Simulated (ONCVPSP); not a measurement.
# Pseudopotential generation for cobalt: ONCV, PBEsol

Task: generate the file, and judge it by its errors in other configurations, its logarithmic derivatives, its ghosts and its cutoff.

Method: ONCVPSP 4.0.1.1 (patched build), PBEsol, scalar-relativistic.

### Step 1. Settings

Typed settings, in words:

```json
{
  "element": "cobalt (Co, Z = 27)",
  "type": "optimised norm-conserving Vanderbilt (ONCV)",
  "frozen core": "[Ne]",
  "valence charge": "17",
  "reference configuration": "3s2 3p6 3d7 4s2",
  "partial waves": "3s+4s: rc 1.25 bohr, ncon 3, nbas 6, qcut 9 1/bohr, 2 projectors; 3p: rc 0.80 bohr, ncon 4, nbas 9, qcut 8.5 1/bohr, 3 projectors, debl 2.6 Ha; 3d: rc 1.50 bohr, ncon 3, nbas 7, qcut 9.9 1/bohr, 2 projectors, debl 0.9 Ha; f scattering state at 0.24 Ha: rc 1.25 bohr, ncon 3, nbas 7, qcut 7.7 1/bohr, 2 projectors, debl 1.1 Ha",
  "local potential": "polynomial inside 0.55 bohr (lpopt 5, dvloc0 1 Ha)",
  "core correction": "Teter function, fcfact 3.75, rcfact 1.1"
}
```

The outer shells as boxes (Hund's rule for the drawing; the calculation is spin-unpolarised):

```
[Ne] core
3s [↑↓]
3p [↑↓][↑↓][↑↓]
3d [↑↓][↑↓][↑ ][↑ ][↑ ]
4s [↑↓]
```

The nodes and maxima of the atom's own shells, from an earlier all-electron run, set the scale for the radii.

All-electron outer shells of the reference configuration (PBEsol, scalar-relativistic, ld1.x):

| shell | level (eV) | outermost node (bohr) | outermost maximum (bohr) |
| --- | --- | --- | --- |
| 2p | -769.45 | – | 0.17 |
| 3s | -102.14 | 0.31 | 0.66 |
| 3p | -65.51 | 0.28 | 0.68 |
| 3d | -8.23 | – | 0.66 |
| 4s | -5.49 | 0.96 | 2.32 |
| 4p | -1.25 | 1.05 | 3.21 |

### Step 2. Generating the potential

File Co.dat:

```
# ATOM AND REFERENCE CONFIGURATION
# atsym  z   nc   nv     iexc    psfile
  Co 27.00    3    4  -116133      upf
#
#   n    l    f
    1    0    2.00
    2    0    2.00
    2    1    6.00
    3    0    2.00
    3    1    6.00
    3    2    7.00
    4    0    2.00
#
# PSEUDOPOTENTIAL AND OPTIMIZATION
# lmax
    3
#
#   l,   rc,      ep,       ncon, nbas, qcut
    0    1.25    0.00    3    6    9.00
    1    0.80    0.00    4    9    8.50
    2    1.50    0.00    3    7    9.90
    3    1.25    0.24    3    7    7.70
#
# LOCAL POTENTIAL
# lloc, lpopt,  rc(5),   dvloc0
    4    5    0.55    1.00
#
# VANDERBILT-KLEINMAN-BYLANDER PROJECTORs
# l, nproj, debl
    0    2    1.50
    1    3    2.60
    2    2    0.90
    3    2    1.10
#
# MODEL CORE CHARGE
# icmod, fcfact, rcfact
    3    3.75    1.10
#
# LOG DERIVATIVE ANALYSIS
# epsh1, epsh2, depsh
   -5.00    5.00    0.04
#
# OUTPUT GRID
# rlmax, drl
    6.00    0.01
#
# TEST CONFIGURATIONS
# ncnf
    4
# nvcnf
#   n    l    f
    4
    3    0    2.00
    3    1    6.00
    3    2    7.00
    4    0    1.00
#
    4
    3    0    2.00
    3    1    6.00
    3    2    7.00
    4    0    0.00
#
    4
    3    0    2.00
    3    1    6.00
    3    2    6.00
    4    0    0.00
#
    4
    3    0    2.00
    3    1    6.00
    3    2    5.00
    4    0    0.00
#
```

Started as:

```console
oncvpsp.x < Co.dat > Co.out
```

Before running it: what results should come out? Wanted: cutoffs for 1 and 0.1 mHa per electron, occupied waves; bound ghosts; GHOST(+) flags; largest test error; largest phase difference near zero energy, channels read; rms error of d²Exc/dn², without and with the model core.

**Answer**, as computed:

| quantity | value |
| --- | --- |
| cutoffs for 1 and 0.1 mHa per electron, occupied waves | 50 Ha and 370 Ha |
| bound ghosts | p at -40548.51 eV |
| GHOST(+) flags | s at 233 eV, f at 125 eV |
| largest test error (AE − PS) | +386 meV, for 3s2 3p6 3d5 4s0 |
| largest phase difference near zero energy, channels read | 0.000 rad |
| rms error of d²Exc/dn², without and with the model core | 2.69 and 0.90 mHa |

A bound ghost (p) makes it unfit for use: electrons can fall into a state that the atom doesn't have. By total energies transferability is poor: the largest error is 386 meV on 116.9 eV, for 3s2 3p6 3d5 4s0. That test lies far up in energy; among those under 40 eV, nearer to bonding, the largest error is 7.0 meV. It counts as hard, with 50 Ha needed at the looser tolerance. The tighter tolerance needs 370 Ha, and converged work needs a cutoff nearer that. At the looser tolerance the 3p wave is the slowest; 3d needs 40 Ha. Near zero energy the phases of the channels with partial waves agree within 0.001 rad. The program also flags highly localised states, GHOST(+) (s, f).
